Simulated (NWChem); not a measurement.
# C3H9AlO (SMILES CC(C)=[O+][AlH3-]) at 4 levels

We compute a comparison of 4 runs (HF/STO-3G, HF/3-21G, B3LYP/6-31G*) of C3H9AlO. 

Program for the calculation: NWChem 7.3.0.

## 1. The molecule

The species is C3H9AlO (14 atoms), meant as a singlet with charge 0. As SMILES, `CC(C)=[O+][AlH3-]`. The coordinates come from a PBE0-D4/def2-TZVP relaxation.

Bond lengths: C1–C2 1.485 Å, C2–C3 1.483 Å, C2–O4 1.230 Å, O4–Al5 1.955 Å, C1–H6 1.095 Å, C1–H7 1.094 Å, C1–H8 1.088 Å, C3–H9 1.088 Å, C3–H10 1.096 Å, C3–H11 1.096 Å, Al5–H12 1.610 Å, Al5–H13 1.610 Å, Al5–H14 1.592 Å. Some angles: C1–C2–C3 119.7°, C1–C2–O4 119.4°, C3–C2–O4 121.0°, C2–O4–Al5 127.8°, C2–C1–H6 109.1°, C2–C1–H7 109.3°, C2–C1–H8 111.1°, C2–C3–H9 112.9°, C2–C3–H10 108.3°, C2–C3–H11 108.3°.

## 2. Energy and gradient at HF/STO-3G (run 1)

Input file run.py:

```python
from ase import Atoms
from ase.calculators.nwchem import NWChem

mol = Atoms(['C', 'C', 'C', 'O', 'Al', 'H', 'H', 'H', 'H', 'H', 'H', 'H', 'H', 'H'], positions=[
    [-1.639700, 1.002600, 0.764000],
    [-0.454200, 0.282400, 0.233800],
    [0.746000, 0.114900, 1.089300],
    [-0.482700, -0.165700, -0.911100],
    [0.926400, -1.141800, -1.851900],
    [-1.344600, 2.017500, 1.048400],
    [-1.980700, 0.512400, 1.680900],
    [-2.440800, 1.034000, 0.029100],
    [0.630600, 0.564400, 2.073200],
    [1.606500, 0.543400, 0.563400],
    [0.961700, -0.956100, 1.173800],
    [1.101900, -2.375200, -0.832500],
    [2.097900, -0.041400, -1.761400],
    [0.258800, -1.420900, -3.270300],
])

calc = NWChem(
    label='calc',
    theory='scf',
    memory='2200 mb',
    basis='STO-3G',
    basispar='spherical bse',
    scf={'nopen': '0', 'rhf': None, 'thresh': '1e-08', 'maxiter': '80'},
)
mol.calc = calc

forces = mol.get_forces()
print(f"energy = {mol.get_potential_energy():.6f} eV")
print("forces (eV/A):")
for s, f in zip(mol.symbols, forces):
    print(f"{s:2s} {f[0]:10.5f} {f[1]:10.5f} {f[2]:10.5f}")
print("dipole (e A):", mol.get_dipole_moment().round(4))
```

The run is started by

```bash
$ export ASE_NWCHEM_COMMAND="nwchem PREFIX.nwi > PREFIX.nwo"
$ python run.py
```

Log:

```text
energy = -11708.756385 eV
forces (eV/A):
C    -1.43853    1.18404    1.33373
C    -0.12552   -0.47560   -1.29548
C     2.07138   -0.49915    0.96992
O     0.47679   -0.70397   -1.24683
Al    0.87633   -0.42871   -0.13776
H    -0.16028   -0.21098   -0.21613
H    -0.04417    0.05482   -0.33404
H     0.08670    0.01085    0.12552
H     0.01825   -0.09554   -0.22122
H    -0.22734    0.05667    0.36289
H    -0.10686    0.33507    0.24672
H    -0.39842    1.99764   -1.64684
H    -1.97862   -1.70696   -0.17376
H     0.95028    0.48188    2.23331
dipole (e A): [-0.5058  0.6046  0.9683]
```

The calculator wrote calc.nwi:

```
title "calc"

permanent_dir calc

scratch_dir calc

start calc

geometry units angstrom nocenter noautosym noautoz
  C  -1.6396999999999999e+00 1.0025999999999999e+00 7.6400000000000001e-01
  C  -4.5419999999999999e-01 2.8239999999999998e-01 2.3380000000000001e-01
  C  7.4600000000000000e-01 1.1490000000000000e-01 1.0892999999999999e+00
  O  -4.8270000000000002e-01 -1.6569999999999999e-01 -9.1110000000000002e-01
  Al 9.2640000000000000e-01 -1.1417999999999999e+00 -1.8519000000000001e+00
  H  -1.3446000000000000e+00 2.0175000000000001e+00 1.0484000000000000e+00
  H  -1.9806999999999999e+00 5.1239999999999997e-01 1.6809000000000001e+00
  H  -2.4407999999999999e+00 1.0340000000000000e+00 2.9100000000000001e-02
  H  6.3060000000000005e-01 5.6440000000000001e-01 2.0731999999999999e+00
  H  1.6065000000000000e+00 5.4339999999999999e-01 5.6340000000000001e-01
  H  9.6170000000000000e-01 -9.5609999999999995e-01 1.1738000000000000e+00
  H  1.1019000000000001e+00 -2.3752000000000000e+00 -8.3250000000000002e-01
  H  2.0979000000000001e+00 -4.1399999999999999e-02 -1.7614000000000001e+00
  H  2.5879999999999997e-01 -1.4209000000000001e+00 -3.2703000000000002e+00
end

memory 2200 mb

basis spherical bse noprint
   * library STO-3G
end

scf
  nopen 0
  rhf
  thresh 1e-08
  maxiter 80
end

task scf gradient
```

calc.nwo:

```text
Northwest Computational Chemistry Package (NWChem) 7.3.0
             --------------------------------------------------------

           Job information
           ---------------

    nwchem branch   = 7.3.0
    use scalapack   = T
    input           = calc.nwi
    prefix          = calc.
    data base       = calc/calc.db
    status          = startup
    nproc           =        1

           Memory information
           ------------------

[... 5 lines left out ...]
    hardfail = no
[... 145 lines left out ...]
         Quadratically convergent ROHF
[... 15 lines left out ...]
       Final RHF  results
[... 4 lines left out ...]
      Two-electron energy =    384.877664338267
[... 43 lines left out ...]
                       ROHF Final Molecular Orbital Analysis
[... 251 lines left out ...]
                 ----------------------------------------
                 |  Time  |  1-e(secs)   |  2-e(secs)   |
                 ----------------------------------------
                 |  CPU   |       0.00   |       0.41   |
                 ----------------------------------------
                 |  WALL  |       0.00   |       0.41   |
                 ----------------------------------------

 Task  times  cpu:        3.9s     wall:        3.9s
 Total times  cpu:        3.9s     wall:        3.9s
```

It took 4.8 s on 1 thread of AMD EPYC 9R45 (Zen 5), shared host; peak memory 0.099 GiB.

## 3. Energy and gradient at HF/3-21G (run 2)

run.py: that of step 2 with these lines changed.

```diff
@@ -21,6 +21,6 @@
 calc = NWChem(
-    label='calc',
+    label='c3h9alo',
     theory='scf',
     memory='2200 mb',
-    basis='STO-3G',
+    basis='3-21G',
     basispar='spherical bse',
@@ -31,3 +31,3 @@
 forces = mol.get_forces()
-print(f"energy = {mol.get_potential_energy():.6f} eV")
+print("Total energy (eV):", round(mol.get_potential_energy(), 6))
 print("forces (eV/A):")
```

The run is started by

```bash
$ export ASE_NWCHEM_COMMAND="nwchem PREFIX.nwi > PREFIX.nwo"
$ python run.py
```

Log:

```text
Total energy (eV): -11788.573347
forces (eV/A):
C    -0.34972    0.36309    0.50831
C    -0.42814    0.21397    0.08922
C     0.54338   -0.09894    0.33054
O     0.41847   -0.38181   -0.50877
Al   -0.36247    0.07796   -0.18646
H    -0.12640   -0.23428   -0.13164
H     0.01939    0.10552   -0.27994
H     0.29614   -0.03389    0.22127
H     0.05538   -0.16208   -0.34257
H    -0.23032   -0.06022    0.30226
H    -0.05050    0.35430    0.12928
H     0.06397   -0.15751    0.09235
H     0.17000    0.09153   -0.00859
H    -0.01908   -0.07775   -0.21525
dipole (e A): [-0.5283  0.7279  1.2505]
```

The calculator wrote c3h9alo.nwi:

```
title "c3h9alo"

permanent_dir c3h9alo

scratch_dir c3h9alo

start c3h9alo

geometry units angstrom nocenter noautosym noautoz
  C  -1.6396999999999999e+00 1.0025999999999999e+00 7.6400000000000001e-01
  C  -4.5419999999999999e-01 2.8239999999999998e-01 2.3380000000000001e-01
  C  7.4600000000000000e-01 1.1490000000000000e-01 1.0892999999999999e+00
  O  -4.8270000000000002e-01 -1.6569999999999999e-01 -9.1110000000000002e-01
  Al 9.2640000000000000e-01 -1.1417999999999999e+00 -1.8519000000000001e+00
  H  -1.3446000000000000e+00 2.0175000000000001e+00 1.0484000000000000e+00
  H  -1.9806999999999999e+00 5.1239999999999997e-01 1.6809000000000001e+00
  H  -2.4407999999999999e+00 1.0340000000000000e+00 2.9100000000000001e-02
  H  6.3060000000000005e-01 5.6440000000000001e-01 2.0731999999999999e+00
  H  1.6065000000000000e+00 5.4339999999999999e-01 5.6340000000000001e-01
  H  9.6170000000000000e-01 -9.5609999999999995e-01 1.1738000000000000e+00
  H  1.1019000000000001e+00 -2.3752000000000000e+00 -8.3250000000000002e-01
  H  2.0979000000000001e+00 -4.1399999999999999e-02 -1.7614000000000001e+00
  H  2.5879999999999997e-01 -1.4209000000000001e+00 -3.2703000000000002e+00
end

memory 2200 mb

basis spherical bse noprint
   * library 3-21G
end

scf
  nopen 0
  rhf
  thresh 1e-08
  maxiter 80
end

task scf gradient
```

c3h9alo.nwo:

```text
Northwest Computational Chemistry Package (NWChem) 7.3.0
             --------------------------------------------------------

           Job information
           ---------------

    nwchem branch   = 7.3.0
    use scalapack   = T
    input           = c3h9alo.nwi
    prefix          = c3h9alo.
    data base       = c3h9alo/c3h9alo.db
    status          = startup
    nproc           =        1

           Memory information
           ------------------

[... 5 lines left out ...]
    hardfail = no
[... 145 lines left out ...]
         Quadratically convergent ROHF
[... 15 lines left out ...]
       Final RHF  results
[... 4 lines left out ...]
      Two-electron energy =    382.507416000399
[... 43 lines left out ...]
                       ROHF Final Molecular Orbital Analysis
[... 300 lines left out ...]
                 ----------------------------------------
                 |  Time  |  1-e(secs)   |  2-e(secs)   |
                 ----------------------------------------
                 |  CPU   |       0.00   |       0.52   |
                 ----------------------------------------
                 |  WALL  |       0.00   |       0.52   |
                 ----------------------------------------

 Task  times  cpu:        4.5s     wall:        4.5s
 Total times  cpu:        4.6s     wall:        4.6s
```

Run time: 5.4 s. Hardware: 1 thread of AMD EPYC 9R45 (Zen 5), shared host; peak memory 0.099 GiB.

Run 3 isn't shown in full; the table further down has it.

## 4. Energy and forces at B3LYP/6-31G(d) (Cartesian functions) (run 4)

Input file c3h9alo.nw:

```
start c3h9alo
title "C3H9AlO"
memory 2200 mb
geometry noautosym nocenter noautoz
  C     -1.639700     1.002600     0.764000
  C     -0.454200     0.282400     0.233800
  C      0.746000     0.114900     1.089300
  O     -0.482700    -0.165700    -0.911100
  Al     0.926400    -1.141800    -1.851900
  H     -1.344600     2.017500     1.048400
  H     -1.980700     0.512400     1.680900
  H     -2.440800     1.034000     0.029100
  H      0.630600     0.564400     2.073200
  H      1.606500     0.543400     0.563400
  H      0.961700    -0.956100     1.173800
  H      1.101900    -2.375200    -0.832500
  H      2.097900    -0.041400    -1.761400
  H      0.258800    -1.420900    -3.270300
end
basis
  * library 6-31G*
end
dft
  xc b3lyp
  grid fine
  convergence energy 1e-08
  iterations 100
  mulliken
end
task dft gradient
```

The run is started by

```bash
$ nwchem c3h9alo.nw > c3h9alo.out
```

Log:

```text
[...]
          Wavefunction type:  closed shell.
          No. of atoms     :    14
          No. of electrons :    48
[...]
          Charge           :     0
          Spin multiplicity:     1
[...]
          AO basis - number of functions:    97
[...]
              XC Information
              --------------
                         B3LYP Method XC Potential
                     Hartree-Fock (Exact) Exchange  0.200
                        Slater Exchange Functional  0.800 local
                    Becke 1988 Exchange Functional  0.720 non-local
              Lee-Yang-Parr Correlation Functional  0.810
                  VWN I RPA Correlation Functional  0.190 local
[...]
 d= 0,ls=0.0,diis     1   -437.2885307753 -6.61D+02  1.52D-02  9.75D-01     2.6
[...]
 d= 0,ls=0.0,diis    10   -437.3987391226 -3.00D-09  1.65D-07  3.95D-10    20.0
         Total DFT energy =     -437.398739122640
      One electron energy =    -1043.220098293673
           Coulomb energy =      429.140576483297
    Exchange-Corr. energy =      -46.885264191000
 Nuclear repulsion energy =      223.566046878736
[...]
      Total Density - Mulliken Population Analysis
     ---------------------------------------------
    Atom       Charge   Shell Charges
 -----------   ------   -------------------------------------------------------
    1 C    6     6.54   1.99  0.68  2.17  0.65  1.02  0.03
    2 C    6     5.49   1.99  0.75  1.94  0.39  0.37  0.04
    3 C    6     6.56   1.99  0.68  2.18  0.66  1.03  0.03
    4 O    8     8.44   1.99  0.90  2.92  1.00  1.61  0.01
    5 Al  13    12.74   2.00  1.99  5.96  0.87  1.25  0.23  0.33  0.11
    6 H    1     0.80   0.52  0.29
    7 H    1     0.80   0.52  0.29
    8 H    1     0.79   0.52  0.27
    9 H    1     0.83   0.53  0.30
   10 H    1     0.76   0.51  0.25
[...]
  wavefunction    = closed shell
[...]
```

Run time: 26 s. Hardware: 1 thread of AMD EPYC 9R45 (Zen 5), shared host; peak memory 0.13 GiB.

## 5. All runs side by side

```csv
run,level,iteration cap,module,energy (Eh),dipole moment (D),HOMO energy (eV),LUMO energy (eV),wall time
1,HF/STO-3G,80,scf,-430.288864,6.00,-7.67,5.60,4.8 s
2,HF/3-21G,80,scf,-433.222083,7.40,-10.20,2.39,5.4 s
3,B3LYP/6-31G* (spherical functions),100,dft,-437.394091,6.82,-6.97,-2.09,25 s
4,B3LYP/6-31G* (Cartesian functions),100,dft,-437.398739,6.82,-6.97,-2.09,26 s
```

## 6. Summary of results

| quantity | value |
| --- | --- |
| run 4: total energy | -437.39874 Eh |
| run 4: dipole moment | 6.82 D |
| run 4: HOMO energy | -6.97 eV |
| run 4: LUMO energy | -2.09 eV |
| run 4: HOMO–LUMO gap | 4.88 eV |
| run 4: largest force on an atom | 0.806 eV/Å |

In words: The dipole moment (its size) runs from 6.00 D (HF/STO-3G) to 7.40 D (HF/3-21G). The HOMO–LUMO gap runs from 4.88 eV (B3LYP/6-31G*) to 13.27 eV (HF/STO-3G). The two ends differ in method and basis. In run 1 the basis is minimal, so the values are rough. All runs together took 61 s, the longest 26 s.
